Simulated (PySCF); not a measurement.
# H2O3Si2: relaxation and vibrations and intensities, part 1 of 2

The task, for H2O3Si2: 2 runs in a chain (relaxation and vibrations and intensities).

Program: PySCF 2.14.0. Level of theory: relaxation, pbe0, def2-tzvp, and further levels as typed in the inputs. These are calculated values, not measurements.

## 1. The structure to begin with

Bond lengths: H1–O2 0.970 Å, O2–Si3 1.680 Å, Si3–O4 1.718 Å, O4–Si5 1.718 Å, Si3–O6 1.718 Å, Si5–O6 1.718 Å, O6–H7 0.970 Å. Angles: H1–O2–Si3 94.2°, O2–Si3–O4 107.2°, O2–Si3–O6 105.5°, O4–Si3–O6 90.0°, Si3–O4–Si5 90.0°, O4–Si5–O6 90.0°, Si3–O6–Si5 90.0°, Si3–O6–H7 110.4°, Si5–O6–H7 127.4°.

Structure file:

```xyz
7

H     2.2190    1.0322   -1.2824
O     1.4623    1.5345   -0.9420
Si    1.0145    0.3500    0.1620
O    -0.4246    0.8887    0.9309
Si   -1.3345   -0.2578    0.0311
O     0.1045   -0.7965   -0.7378
H     0.3253   -0.7386   -1.6805
```

## 2. Relaxation: H2O3Si2, charge +1

run.py reads:

```python
from pyscf import gto, dft
from pyscf.geomopt.geometric_solver import optimize
mol = gto.M(atom="mol.xyz", basis="def2-tzvp", charge=1, spin=1, verbose=4)
mf = dft.UKS(mol, xc="pbe0").density_fit().run(conv_tol=1e-9)
for i in range(6):  # look for a lower solution of the same spin
    mo, _, ok, _ = mf.stability(return_status=True)
    if ok: break
    mf.kernel(mf.make_rdm1(mo, mf.mo_occ))
print(f"converged SCF energy = {mf.e_tot:.10f}, stable: {ok}")
mf = mf.newton()  # steadier than the usual iterations for open shells
m = optimize(mf, maxsteps=60)
print("optimised structure (A):")
for k in range(m.natm): print(m.atom_symbol(k), *(f"{x:.8f}" for x in m.atom_coords(unit="A")[k]))
```

The run is started by

```sh
$ python run.py
```

The log of the run:

```text
nd M. A.L. Marques.,  SoftwareX 7, 1–5 (2018)
XC functionals = pbe0
    C. Adamo and V. Barone.,  J. Chem. Phys. 110, 6158 (1999)
    M. Ernzerhof and G. E. Scuseria.,  J. Chem. Phys. 110, 5029 (1999)
radial grids:
    Treutler-Ahlrichs [JCP 102, 346 (1995); DOI:10.1063/1.469408] (M4) radial grids

becke partition: Becke, JCP 88, 2547 (1988); DOI:10.1063/1.454033
pruning grids: <function nwchem_prune at 0x73c626381bc0>
grids dens level: 3
symmetrized grids: False
atomic radii adjust function: <function treutler_atomic_radii_adjust at 0x73c6263828e0>
small_rho_cutoff = 0
******** <class 'pyscf.df.df_jk.DFUKS'> Newton solver flags ********
SCF tol = 1e-09
conv_tol_grad = None
max. SCF cycles = 50
direct_scf = False
max_cycle_inner = 12
max_stepsize = 0.05
ah_start_tol = 1e+09
ah_level_shift = 0
ah_conv_tol = 1e-12
ah_lindep = 1e-14
ah_start_cycle = 1
ah_max_cycle = 40
ah_grad_trust_region = 2.5
kf_interval = 4
kf_trust_region = 5
canonicalization = True
Set conv_tol_grad to 3.16228e-05
tot grids = 100224
******** <class 'pyscf.df.df.DF'> ********
auxbasis = def2-tzvp-jkfit
[... the frontier-level lines of each cycle are left out ...]
Initial guess E= -805.348456922346  |g|= 0.00233427
macro= 0  E= -805.34846018659  delta_E= -3.26424e-06  |g|= 2.43629e-05  3 KF 10 JK
macro= 1  E= -805.34846018659  delta_E= 0  |g|= 1.15652e-05  1 KF 2 JK
Canonicalize SCF orbitals
macro X = 2  E=-805.34846018659  |g|= 1.15652e-05  total 5 KF 15 JK
converged SCF energy = -805.34846018659  <S^2> = 0.75267713  2S+1 = 2.0026753

******** <class 'pyscf.grad.rhf.Gradients_Scanner'> for <class 'pyscf.scf.hf.SecondOrderDFUKS_Scanner'> ********
unit = Eh/Bohr
grid_response = False
--------------- SecondOrderDFUKS_Scanner gradients ---------------
         x                y                z
0 H     0.0001575702    -0.0003092326     0.0003001045
1 O    -0.0006412702     0.0003461986    -0.0010158880
2 Si    -0.0004846925    -0.0002905992     0.0008988352
3 O     0.0000376621    -0.0007308464    -0.0004585659
4 Si    -0.0006336126     0.0009558067     0.0006961277
5 O     0.0015830216    -0.0001010992    -0.0004152559
6 H    -0.0000370779     0.0000831895    -0.0000463691
----------------------------------------------
cycle 11: E = -805.348460187  dE = -3.45391e-05  norm(grad) = 0.00285402

Geometry optimization cycle 12
Cartesian coordinates (Angstrom)
 Atom        New coordinates             dX        dY        dZ
   H   2.486683   1.769719  -1.013526    0.005129  0.008900  0.006489
   O   1.616656   1.358758  -1.040266    0.010079 -0.001420 -0.001440
  Si   1.079842   0.299414   0.030449    0.000231  0.004204 -0.002110
   O  -0.293957   0.734768   0.866230    0.000777  0.003032  0.000226
  Si  -1.500816  -0.136969   0.173832    0.001763 -0.008270  0.007808
   O  -0.034546  -0.753754  -0.849403   -0.006081  0.004256 -0.001966
   H   0.081532  -1.302687  -1.637475   -0.008545 -0.002167  0.002168
New geometry
   1 H      2.486682656203   1.769718535384  -1.013525864405 AA    4.699149178929   3.344283349443  -1.915286303889 Bohr
   2 O      1.616655807890   1.358757718349  -1.040265520076 AA    3.055036714600   2.567679957318  -1.965816929772 Bohr
   3 Si     1.079841858284   0.299413519118   0.030448876663 AA    2.040605369998   0.565809549125   0.057540037694 Bohr
   4 O     -0.293957273231   0.734767948642   0.866230315104 AA   -0.555498738730   1.388510188042   1.636938056342 Bohr
   5 Si    -1.500816429425  -0.136968902985   0.173831527516 AA   -2.836132014861  -0.258833714224   0.328493978820 Bohr
   6 O     -0.034545954931  -0.753754215019  -0.849402676123 AA   -0.065282393531  -1.424389031623  -1.605138427345 Bohr
   7 H      0.081532383258  -1.302686964404  -1.637475108144 AA    0.154073874640  -2.461721588764  -3.094379490184 Bohr

******** <class 'pyscf.scf.hf.SecondOrderDFUKS_Scanner'> ********
method = SecondOrderDFUKS_Scanner
initial guess = minao
damping factor = 0
level_shift factor = 0
DIIS = <class 'pyscf.scf.diis.CDIIS'>
diis_start_cycle = 1
diis_space = 8
diis_damp = 0
SCF conv_tol = 1e-09
SCF conv_tol_grad = None
SCF max_cycles = 50
direct_scf = False
number electrons alpha = 27  beta = 26
XC library pyscf.dft.libxc version 7.0.0
    S. Lehtola, C. Steigemann, M. J.T. Oliveira, and M. A.L. Marques.,  SoftwareX 7, 1–5 (2018)
XC functionals = pbe0
    C. Adamo and V. Barone.,  J. Chem. Phys. 110, 6158 (1999)
    M. Ernzerhof and G. E. Scuseria.,  J. Chem. Phys. 110, 5029 (1999)
radial grids:
    Treutler-Ahlrichs [JCP 102, 346 (1995); DOI:10.1063/1.469408] (M4) radial grids

becke partition: Becke, JCP 88, 2547 (1988); DOI:10.1063/1.454033
pruning grids: <function nwchem_prune at 0x73c626381bc0>
grids dens level: 3
symmetrized grids: False
atomic radii adjust function: <function treutler_atomic_radii_adjust at 0x73c6263828e0>
small_rho_cutoff = 0
******** <class 'pyscf.df.df_jk.DFUKS'> Newton solver flags ********
SCF tol = 1e-09
conv_tol_grad = None
max. SCF cycles = 50
direct_scf = False
max_cycle_inner = 12
max_stepsize = 0.05
ah_start_tol = 1e+09
ah_level_shift = 0
ah_conv_tol = 1e-12
ah_lindep = 1e-14
ah_start_cycle = 1
ah_max_cycle = 40
ah_grad_trust_region = 2.5
kf_interval = 4
kf_trust_region = 5
canonicalization = True
Set conv_tol_grad to 3.16228e-05
tot grids = 100224
******** <class 'pyscf.df.df.DF'> ********
auxbasis = def2-tzvp-jkfit
Initial guess E= -805.348482190884  |g|= 0.00306682
macro= 0  E= -805.348487544204  delta_E= -5.35332e-06  |g|= 2.8529e-05  3 KF 11 JK
macro= 1  E= -805.348487544202  delta_E= 1.13687e-12  |g|= 1.10504e-05  1 KF 2 JK
Canonicalize SCF orbitals
macro X = 2  E=-805.348487544202  |g|= 1.10504e-05  total 5 KF 16 JK
converged SCF energy = -805.348487544202  <S^2> = 0.75270028  2S+1 = 2.0026985

******** <class 'pyscf.grad.rhf.Gradients_Scanner'> for <class 'pyscf.scf.hf.SecondOrderDFUKS_Scanner'> ********
unit = Eh/Bohr
grid_response = False
--------------- SecondOrderDFUKS_Scanner gradients ---------------
         x                y                z
0 H     0.0001914855    -0.0000923428     0.0002235891
1 O    -0.0001692037     0.0000717828    -0.0007061751
2 Si     0.0000720601     0.0003901470     0.0005103503
3 O     0.0001137447    -0.0002346230     0.0002123388
4 Si    -0.0009325536     0.0003170139     0.0003436024
5 O     0.0007539630    -0.0006312860    -0.0006624285
6 H    -0.0000601859     0.0001295428     0.0000270793
----------------------------------------------
cycle 12: E = -805.348487544  dE = -2.73576e-05  norm(grad) = 0.0019167

Geometry optimization cycle 13
Cartesian coordinates (Angstrom)
 Atom        New coordinates             dX        dY        dZ
   H   2.488686   1.774734  -1.011815    0.002003  0.005015  0.001711
   O   1.621346   1.358483  -1.038439    0.004690 -0.000275  0.001826
  Si   1.081059   0.299507   0.029659    0.001217  0.000094 -0.000790
   O  -0.291913   0.737672   0.865811    0.002044  0.002904 -0.000419
  Si  -1.498931  -0.137629   0.177099    0.001886 -0.000660  0.003268
   O  -0.037606  -0.751944  -0.848866   -0.003060  0.001811  0.000537
   H   0.076842  -1.304065  -1.635064   -0.004690 -0.001378  0.002411
New geometry
   1 H      2.488685743977   1.774733741089  -1.011815163647 AA    4.702934466226   3.353760714683  -1.912053547974 Bohr
   2 O      1.621345908013   1.358482633896  -1.038439024876 AA    3.063899719328   2.567160123041  -1.962365354077 Bohr
   3 Si     1.081058965406   0.299507486973   0.029659131457 AA    2.042905369123   0.565987122636   0.056047635547 Bohr
   4 O     -0.291912999609   0.737671597164   0.865811354308 AA   -0.551635621462   1.393997288511   1.636146335180 Bohr
   5 Si    -1.498930566322  -0.137629004607   0.177099272612 AA   -2.832568250087  -0.260081125504   0.334669122097 Bohr
   6 O     -0.037606409428  -0.751943564447  -0.848866140405 AA   -0.071065814348  -1.420967397934  -1.604124521782 Bohr
   7 H      0.076842455047  -1.304065306444  -1.635064308600 AA    0.145211194778  -2.464326277727  -3.089823739306 Bohr

******** <class 'pyscf.scf.hf.SecondOrderDFUKS_Scanner'> ********
method = SecondOrderDFUKS_Scanner
initial guess = minao
[... 855 lines left out ...]
auxbasis = def2-tzvp-jkfit
Initial guess E= -805.348504941928  |g|= 0.000661551
macro= 0  E= -805.348505274902  delta_E= -3.32973e-07  |g|= 6.21647e-05  2 KF 7 JK
macro= 1  E= -805.3485052749  delta_E= 1.36424e-12  |g|= 8.7349e-06  1 KF 2 JK
Canonicalize SCF orbitals
macro X = 2  E=-805.3485052749  |g|= 8.7349e-06  total 4 KF 12 JK
converged SCF energy = -805.3485052749  <S^2> = 0.75273449  2S+1 = 2.0027326

******** <class 'pyscf.grad.rhf.Gradients_Scanner'> for <class 'pyscf.scf.hf.SecondOrderDFUKS_Scanner'> ********
unit = Eh/Bohr
grid_response = False
--------------- SecondOrderDFUKS_Scanner gradients ---------------
         x                y                z
0 H     0.0000519176    -0.0000243306     0.0000088647
1 O    -0.0000454625     0.0000534885    -0.0000290328
2 Si     0.0005131180     0.0002447796    -0.0000226604
3 O    -0.0000620133     0.0000019923     0.0002445376
4 Si    -0.0003482255    -0.0000696784    -0.0001047801
5 O    -0.0002365339    -0.0001798831    -0.0002177340
6 H     0.0000312321    -0.0000898561     0.0000613759
----------------------------------------------
cycle 22: E = -805.348505275  dE = -8.12668e-07  norm(grad) = 0.000825913

Geometry optimization cycle 23
Cartesian coordinates (Angstrom)
 Atom        New coordinates             dX        dY        dZ
   H   2.557667   1.744265  -1.025595    0.006207 -0.001759 -0.000740
   O   1.666331   1.382165  -1.008946    0.005450  0.000259  0.000627
  Si   1.123986   0.322558   0.056463    0.004583  0.001505  0.001379
   O  -0.215657   0.798182   0.924124    0.008245  0.006728  0.004209
  Si  -1.461714  -0.046081   0.266905    0.004625  0.008464  0.009930
   O  -0.047761  -0.692669  -0.797784    0.000982  0.004436  0.005364
   H   0.034277  -1.268977  -1.570617   -0.002287  0.004541  0.004922
New geometry
   1 H      2.557666700204   1.744264640398  -1.025594540170 AA    4.833289581305   3.296182459114  -1.938092795770 Bohr
   2 O      1.666330954994   1.382165186545  -1.008946306103 AA    3.148909137824   2.611913661478  -1.906632192926 Bohr
   3 Si     1.123985744182   0.322558366558   0.056463107226 AA    2.124025224419   0.609546971981   0.106699808798 Bohr
   4 O     -0.215656941406   0.798181712037   0.924123753170 AA   -0.407532556120   1.508344833387   1.746340798696 Bohr
   5 Si    -1.461714108653  -0.046081200488   0.266904720774 AA   -2.762239337768  -0.087080848413   0.504376823616 Bohr
   6 O     -0.047760757916  -0.692668877474  -0.797783665860 AA   -0.090254751963  -1.308954473436  -1.507592635127 Bohr
   7 H      0.034277125713  -1.268977448770  -1.570616990314 AA    0.064774379934  -2.398019836425  -2.968035958283 Bohr

******** <class 'pyscf.scf.hf.SecondOrderDFUKS_Scanner'> ********
method = SecondOrderDFUKS_Scanner
initial guess = minao
damping factor = 0
level_shift factor = 0
DIIS = <class 'pyscf.scf.diis.CDIIS'>
diis_start_cycle = 1
diis_space = 8
diis_damp = 0
SCF conv_tol = 1e-09
SCF conv_tol_grad = None
SCF max_cycles = 50
direct_scf = False
number electrons alpha = 27  beta = 26
XC library pyscf.dft.libxc version 7.0.0
    S. Lehtola, C. Steigemann, M. J.T. Oliveira, and M. A.L. Marques.,  SoftwareX 7, 1–5 (2018)
XC functionals = pbe0
    C. Adamo and V. Barone.,  J. Chem. Phys. 110, 6158 (1999)
    M. Ernzerhof and G. E. Scuseria.,  J. Chem. Phys. 110, 5029 (1999)
radial grids:
    Treutler-Ahlrichs [JCP 102, 346 (1995); DOI:10.1063/1.469408] (M4) radial grids

becke partition: Becke, JCP 88, 2547 (1988); DOI:10.1063/1.454033
pruning grids: <function nwchem_prune at 0x73c626381bc0>
grids dens level: 3
symmetrized grids: False
atomic radii adjust function: <function treutler_atomic_radii_adjust at 0x73c6263828e0>
small_rho_cutoff = 0
******** <class 'pyscf.df.df_jk.DFUKS'> Newton solver flags ********
SCF tol = 1e-09
conv_tol_grad = None
max. SCF cycles = 50
direct_scf = False
max_cycle_inner = 12
max_stepsize = 0.05
ah_start_tol = 1e+09
ah_level_shift = 0
ah_conv_tol = 1e-12
ah_lindep = 1e-14
ah_start_cycle = 1
ah_max_cycle = 40
ah_grad_trust_region = 2.5
kf_interval = 4
kf_trust_region = 5
canonicalization = True
Set conv_tol_grad to 3.16228e-05
tot grids = 100224
******** <class 'pyscf.df.df.DF'> ********
auxbasis = def2-tzvp-jkfit
Initial guess E= -805.348506485298  |g|= 0.000630436
macro= 0  E= -805.348506801657  delta_E= -3.16358e-07  |g|= 5.87138e-05  2 KF 7 JK
macro= 1  E= -805.348506801658  delta_E= -1.36424e-12  |g|= 1.04321e-05  1 KF 2 JK
Canonicalize SCF orbitals
macro X = 2  E=-805.348506801658  |g|= 1.04321e-05  total 4 KF 12 JK
converged SCF energy = -805.348506801658  <S^2> = 0.75273077  2S+1 = 2.0027289

******** <class 'pyscf.grad.rhf.Gradients_Scanner'> for <class 'pyscf.scf.hf.SecondOrderDFUKS_Scanner'> ********
unit = Eh/Bohr
grid_response = False
--------------- SecondOrderDFUKS_Scanner gradients ---------------
         x                y                z
0 H     0.0000245887    -0.0000282786     0.0000134190
1 O    -0.0000306922     0.0000710123     0.0000136410
2 Si     0.0002613938     0.0000772365    -0.0001009662
3 O    -0.0000907951    -0.0000000813     0.0001115307
4 Si    -0.0002367672    -0.0000157555     0.0000000610
5 O    -0.0000587754    -0.0000862002    -0.0001263661
6 H     0.0000254781    -0.0000774253     0.0000370633
----------------------------------------------
cycle 23: E = -805.348506802  dE = -1.52676e-06  norm(grad) = 0.000451777

Geometry optimization cycle 24
Cartesian coordinates (Angstrom)
 Atom        New coordinates             dX        dY        dZ
   H   2.567483   1.740907  -1.027593    0.009816 -0.003358 -0.001999
   O   1.674672   1.382743  -1.007684    0.008341  0.000578  0.001263
  Si   1.131156   0.325412   0.059313    0.007171  0.002853  0.002850
   O  -0.203115   0.808038   0.931114    0.012542  0.009856  0.006990
  Si  -1.454410  -0.033440   0.281201    0.007304  0.012642  0.014296
   O  -0.046610  -0.685214  -0.789810    0.001151  0.007455  0.007973
   H   0.030439  -1.262090  -1.562730   -0.003838  0.006887  0.007887
New geometry
   1 H      2.567483108620   1.740906697915  -1.027593408901 AA    4.851839904739   3.289836867480  -1.941870110230 Bohr
   2 O      1.674671868720   1.382742809109  -1.007683527541 AA    3.164671180395   2.613005209928  -1.904245887288 Bohr
   3 Si     1.131156450335   0.325411673077   0.059313115984 AA    2.137575895169   0.614938939853   0.112085544804 Bohr
   4 O     -0.203114752312   0.808037871402   0.931113527537 AA   -0.383831253728   1.526970275226   1.759549557923 Bohr
   5 Si    -1.454410077929  -0.033439517548   0.281200576830 AA   -2.748436720094  -0.063191529902   0.531392076278 Bohr
   6 O     -0.046609776461  -0.685214227441  -0.789810249285 AA   -0.088079712239  -1.294867226520  -1.492525061523 Bohr
   7 H      0.030439249236  -1.262090042110  -1.562730373277 AA    0.057521844494  -2.385004524128  -2.953132412033 Bohr

******** <class 'pyscf.scf.hf.SecondOrderDFUKS_Scanner'> ********
method = SecondOrderDFUKS_Scanner
initial guess = minao
damping factor = 0
level_shift factor = 0
DIIS = <class 'pyscf.scf.diis.CDIIS'>
diis_start_cycle = 1
diis_space = 8
diis_damp = 0
SCF conv_tol = 1e-09
SCF conv_tol_grad = None
SCF max_cycles = 50
direct_scf = False
number electrons alpha = 27  beta = 26
XC library pyscf.dft.libxc version 7.0.0
    S. Lehtola, C. Steigemann, M. J.T. Oliveira, and M. A.L. Marques.,  SoftwareX 7, 1–5 (2018)
XC functionals = pbe0
    C. Adamo and V. Barone.,  J. Chem. Phys. 110, 6158 (1999)
    M. Ernzerhof and G. E. Scuseria.,  J. Chem. Phys. 110, 5029 (1999)
radial grids:
    Treutler-Ahlrichs [JCP 102, 346 (1995); DOI:10.1063/1.469408] (M4) radial grids

becke partition: Becke, JCP 88, 2547 (1988); DOI:10.1063/1.454033
pruning grids: <function nwchem_prune at 0x73c626381bc0>
grids dens level: 3
symmetrized grids: False
atomic radii adjust function: <function treutler_atomic_radii_adjust at 0x73c6263828e0>
small_rho_cutoff = 0
******** <class 'pyscf.df.df_jk.DFUKS'> Newton solver flags ********
SCF tol = 1e-09
conv_tol_grad = None
max. SCF cycles = 50
direct_scf = False
max_cycle_inner = 12
max_stepsize = 0.05
ah_start_tol = 1e+09
ah_level_shift = 0
ah_conv_tol = 1e-12
ah_lindep = 1e-14
ah_start_cycle = 1
ah_max_cycle = 40
ah_grad_trust_region = 2.5
kf_interval = 4
kf_trust_region = 5
canonicalization = True
Set conv_tol_grad to 3.16228e-05
tot grids = 100224
******** <class 'pyscf.df.df.DF'> ********
auxbasis = def2-tzvp-jkfit
Initial guess E= -805.34850667308  |g|= 0.000961972
macro= 0  E= -805.348507379526  delta_E= -7.06445e-07  |g|= 9.38421e-05  2 KF 8 JK
macro= 1  E= -805.348507379524  delta_E= 2.04636e-12  |g|= 6.22941e-06  1 KF 2 JK
Canonicalize SCF orbitals
macro X = 2  E=-805.348507379524  |g|= 6.22941e-06  total 4 KF 13 JK
converged SCF energy = -805.348507379524  <S^2> = 0.75272854  2S+1 = 2.0027267

******** <class 'pyscf.grad.rhf.Gradients_Scanner'> for <class 'pyscf.scf.hf.SecondOrderDFUKS_Scanner'> ********
unit = Eh/Bohr
grid_response = False
--------------- SecondOrderDFUKS_Scanner gradients ---------------
         x                y                z
0 H    -0.0000039561    -0.0000334504     0.0000080813
1 O    -0.0000158222     0.0000799282     0.0000571378
2 Si    -0.0000480355    -0.0000888866    -0.0001371410
3 O    -0.0000864788     0.0000072168    -0.0000285464
4 Si    -0.0000866176     0.0000106189     0.0000829483
5 O     0.0001089722     0.0000331167    -0.0000456509
6 H     0.0000144081    -0.0000611953     0.0000243992
----------------------------------------------
cycle 24: E = -805.34850738  dE = -5.77866e-07  norm(grad) = 0.00028734
optimised structure (A):
H 2.56748311 1.74090670 -1.02759341
O 1.67467187 1.38274281 -1.00768353
Si 1.13115645 0.32541167 0.05931312
O -0.20311475 0.80803787 0.93111353
Si -1.45441008 -0.03343952 0.28120058
O -0.04660978 -0.68521423 -0.78981025
H 0.03043925 -1.26209004 -1.56273037
```

Run time: 7 min. Hardware: 8 threads of Intel Xeon Platinum 8175M at 2.50GHz (Skylake/Cascade Lake), shared host.

(Continued in part 2 of 2.)
